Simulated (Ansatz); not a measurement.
# Rb2PbS2: the cost of one run

Program: Ansatz 0.2.0. Level of theory: DFT PBE, scalar-relativistic, plane waves, PAW, unless a step names another level. These are calculated values, not measurements.

4 further runs of the same task are left out: 3 that didn't finish, 1 set aside as unsound or not needed.

**1. The structure to begin with**

It takes space group P1 (No. 1, triclinic). The conventional cell has a = 4.284 Å, b = 5.413 Å, c = 8.754 Å, α = 106.75°, β = 103.94°, γ = 90.14°. Around Rb (site symmetry 1) lie 5 S at 3.22 to 3.62 Å. Rb (site symmetry 1) is surrounded by 4 S at 3.32 to 3.34 Å. Pb (site symmetry 1) has 3 S at 2.61 to 2.77 Å as nearest neighbours. S (site symmetry 1) is surrounded by 1 Pb at 2.61 Å and 6 Rb at 3.33 to 3.62 Å. S (site symmetry 1) is surrounded by 2 Pb at 2.77 Å and 3 Rb at 3.22 to 3.33 Å.

As a file:

```
CELL_PARAMETERS angstrom
4.24775 -0.01532 -0.55497
0.03024 5.40957 0.18668
-1.03280 2.60683 8.41128
ATOMIC_POSITIONS crystal
Rb 0.18066 0.96813 0.75977
Rb 0.99476 0.65592 0.38857
Pb 0.81085 0.30675 0.02373
S 0.65151 0.52838 0.70315
S 0.36223 0.54082 0.12478
```

It came out lowest among 27 distinct ends of the trial cells. At a tolerance of 0.02 Å it has space group P1 (No. 1).

**2. Tight relaxation for the response runs, on the response runs' mesh and smearing**

Contents of input.yaml:

```yaml
crystal:
  lattice:
    - [4.2477545566, -0.0153231601, -0.5549735018]
    - [0.0302372271, 5.4095704743, 0.1866830597]
    - [-1.032795386, 2.6068259973, 8.4112775429]
  atoms:
    - { symbol: Rb, position: [0.1806567296, -0.03186998, 0.7597662546] }
    - { symbol: Rb, position: [0.9947564263, 0.6559236987, 0.3885712988] }
    - { symbol: Pb, position: [0.8108482781, 0.3067476124, 0.0237315078] }
    - { symbol: S, position: [0.6515110007, 0.5283791596, 0.7031491697] }
    - { symbol: S, position: [0.3622275655, 0.5408195094, 0.1247817691] }
basis:
  ecutwfc: 420
kpoints:
  mp_grid: { grid: [8, 6, 4] }
hamiltonian:
  xc: pbe
scf:
  occupations: { method: fixed }
output:
  forces: true
  stress: true
  eigenvalues: true
relax:
  adjacent_minimum: "off"
  f_tol: 0.001
  max_steps: 60
  cell: { stress_tol: 0.01 }
```

Run with:

```console
$ ansatz run input.yaml --threads 3 --pin off --max-ram 7680MiB --backend cpu --events-out ev --progress --plain --runs-dir out
```

**Question.** How long does this run take on 3 threads of Arm Neoverse V1, shared host, and how much memory does it need?

About 1.8 min, with a peak of 0.73 GiB.
